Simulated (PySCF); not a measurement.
# The bond of SiPb, level by level

One table from this session's results is given with a row withheld; the runs are named, their logs left out.

Program: PySCF 2.14.0. Level of theory: Si cc-pV(D+d)Z, Pb cc-pVDZ-PP with ECP60, scalar-relativistic core potentials. These are calculated values, not measurements.

Set-up of the first run:

A driver script around PySCF takes these settings:

```json
{"atoms": "Si, Pb", "charge": "0", "basis": "Si cc-pV(D+d)Z, Pb cc-pVDZ-PP with ECP60", "Hamiltonian": "scalar-relativistic core potentials", "basis functions": "46", "electrons treated": "36", "masses in u": "27.9769, 207.9766", "levels": "PBE0, PBE, r²SCAN, PBEsol, r²SCAN0, M06-2X, ωB97X, HF, MP2, SCS-MP2, CCSD, CCSD(T)", "grid": "80 radial by 434 angular points", "occupations": "held fixed by the projection of orbital angular momentum", "dissociation limit": "Si + Pb, each in its ground configuration", "starting distance in angstrom": "2.510", "values of 2S to try": "0, 2, 4"}
```

Command:

```sh
$ OMP_NUM_THREADS=1 python dia.py task.json out
```

Steps of the session up to this table: Set-up; First curve: PBE0; Higher solutions at PBE0; PBE; r²SCAN; PBEsol (GGA); r²SCAN0 (hybrid meta-GGA); M06-2X; ωB97X; UHF (mean field); MP2 and coupled cluster.

One table of the session follows, with a row left open; its other results are not shown here.

It belongs to the step «Constants by level of theory». 

| level | Re (Å) | ωe (cm⁻¹) | De (eV) |
| --- | --- | --- | --- |
| UHF | 2.554 | 357 | 0.84 |
| UHF-MP2 | 2.607 | 315 | 2.02 |
| UHF-SCS-MP2 | 2.597 | 324 | 1.80 |
| UHF-CCSD | 2.607 | 320 | 1.86 |
| UHF-CCSD(T) | ? | ? | ? |
| PBE | 2.636 | 298.7 | 2.80 |
| PBEsol | 2.615 | 306 | 3.01 |
| r²SCAN | 2.605 | 314 | 2.55 |
| PBE0 | 2.591 | 323 | 2.53 |
| r²SCAN0 | 2.574 | 332 | 2.36 |
| M06-2X | 2.566 | 334 | 2.26 |
| ωB97X | 2.547 | 352 | 2.45 |

**Question.** Estimate the row for UHF-CCSD(T).

The run gave: Re (Å): 2.626; ωe (cm⁻¹): 307; De (eV): 2.02. In the column «Re (Å)» it lies between PBEsol (2.615) and PBE (2.636).

De is counted to Si + Pb in their ground configurations.
